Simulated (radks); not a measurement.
**Dipole-allowed lines with 28 electrons: Cu⁺, Zn²⁺, Ga³⁺, Ge⁴⁺, As⁵⁺, Se⁶⁺**

The task here is to estimate one member of a computed series from the others.

The numbers are computed with radks (a radial shooting solver on a logarithmic mesh, Libxc functionals) version 1 (non-relativistic Kohn-Sham, exchange-only LDA, spin-unpolarised, spherical densities, point nucleus), except any that are marked as measured or tabulated.

### The atom as given

| Property | Result |
| --- | --- |
| species | Cu⁺ ([Ar] 3d10), Zn²⁺ ([Ar] 3d10), Ga³⁺ ([Ar] 3d10), Ge⁴⁺ ([Ar] 3d10), As⁵⁺ ([Ar] 3d10), Se⁶⁺ ([Ar] 3d10) |

Set-up of the first run:

Settings of this run:

```text
Z 29
configuration [Ar] 3d10 4s0 4p0 4d0 4f0
relativity non-relativistic
functional lda,
spin unpolarised
nucleus point
response adiabatic LDA kernel, real frequencies
```

The run is started by

```
python run_ks.py task.json out
```

The same process makes all the runs of this session.

Steps of the session up to this table: Cu⁺, [Ar] 3d10; Zn²⁺, [Ar] 3d10; Ga³⁺, [Ar] 3d10; Ge⁴⁺, [Ar] 3d10; As⁵⁺, [Ar] 3d10; Se⁶⁺, [Ar] 3d10.

One of the session's tables, all rows but one given; the rest of the session is left out.

```
species  −ε(HOMO) (eV)  first line (eV)  strongest line (eV)  static α (bohr³)
    Cu⁺         12.711            7.361                7.361             8.607
   Zn²⁺         29.802           15.739               15.739             3.036
   Ga³⁺              ?                ?                    ?                 ?
   Ge⁴⁺         76.939           38.292               38.292            0.8651
   As⁵⁺         106.16           51.556               83.657            0.5582
   Se⁶⁺         138.86           67.383               106.44            0.3860
```

**Question.** Estimate the row for Ga³⁺.

As computed: −ε(HOMO) (eV): 51.390; first line (eV): 26.131; strongest line (eV): 26.131; static α (bohr³): 1.488. In the column «−ε(HOMO) (eV)» it lies between Zn²⁺ (29.802) and Ge⁴⁺ (76.939).

**Reading.** In Cu⁺ the response moves the first line 0.453 eV above the bare orbital gap, and the lines found carry 55 % of the static polarisability. Very weak lines can be missed, and lines above minus the highest eigenvalue dissolve into this model's continuum.
